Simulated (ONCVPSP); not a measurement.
# Zr: the cost of one run

Program: ONCVPSP 4.0.1.1 (patched build). Reference atom: LDA (Perdew-Wang 92), scalar-relativistic, spherical and spin-unpolarised. All values are calculated.

## Step 1: The atom and the settings

The settings as typed:

```
element                 : zirconium (Zr, Z = 40)
type                    : optimised norm-conserving Vanderbilt (ONCV)
frozen core             : [Kr]
valence charge          : 4
reference configuration : 4d2 5s1.5 (charge +0.5)
partial waves           : 5s: rc 3.05 bohr, ncon 3, nbas 7, qcut 2.1 1/bohr, 2 projectors, debl 3.8 Ha; p scattering state at 0.07 Ha: rc 3.00 bohr, ncon 4, nbas 8, qcut 2.2 1/bohr, 1 projector; 4d: rc 2.65 bohr, ncon 4, nbas 7, qcut 6.7 1/bohr, 1 projector
local potential         : polynomial inside 2.45 bohr (lpopt 5, dvloc0 0 Ha)
core correction         : Teter function fitted to the true core (icmod 2), fcfact 0.55
```

## Step 2: The generation run

Zr.dat

```
# ATOM AND REFERENCE CONFIGURATION
# atsym  z   nc   nv     iexc    psfile
  Zr 40.00    8    2  -001012      upf
#
#   n    l    f
    1    0    2.00
    2    0    2.00
    2    1    6.00
    3    0    2.00
    3    1    6.00
    3    2   10.00
    4    0    2.00
    4    1    6.00
    4    2    2.00
    5    0    1.50
#
# PSEUDOPOTENTIAL AND OPTIMIZATION
# lmax
    2
#
#   l,   rc,      ep,       ncon, nbas, qcut
    0    3.05    0.00    3    7    2.10
    1    3.00    0.07    4    8    2.20
    2    2.65    0.00    4    7    6.70
#
# LOCAL POTENTIAL
# lloc, lpopt,  rc(5),   dvloc0
    4    5    2.45    0.00
#
# VANDERBILT-KLEINMAN-BYLANDER PROJECTORs
# l, nproj, debl
    0    2    3.80
    1    1    2.50
    2    1    3.20
#
# MODEL CORE CHARGE
# icmod, fcfact, rcfact
    2    0.55    1.05
#
# LOG DERIVATIVE ANALYSIS
# epsh1, epsh2, depsh
   -2.00    5.00    0.02
#
# OUTPUT GRID
# rlmax, drl
    6.00    0.01
#
# TEST CONFIGURATIONS
# ncnf
    4
# nvcnf
#   n    l    f
    2
    4    2    2.00
    5    0    2.00
#
    2
    4    2    2.00
    5    0    1.00
#
    2
    4    2    2.00
    5    0    0.00
#
    2
    4    2    1.00
    5    0    0.00
#
```

The run is started by

```
$ oncvpsp.x < Zr.dat > Zr.out
```

**Question.** How long does this run take on 1 thread of Neoverse-N1, shared host?

About 4.5 s.
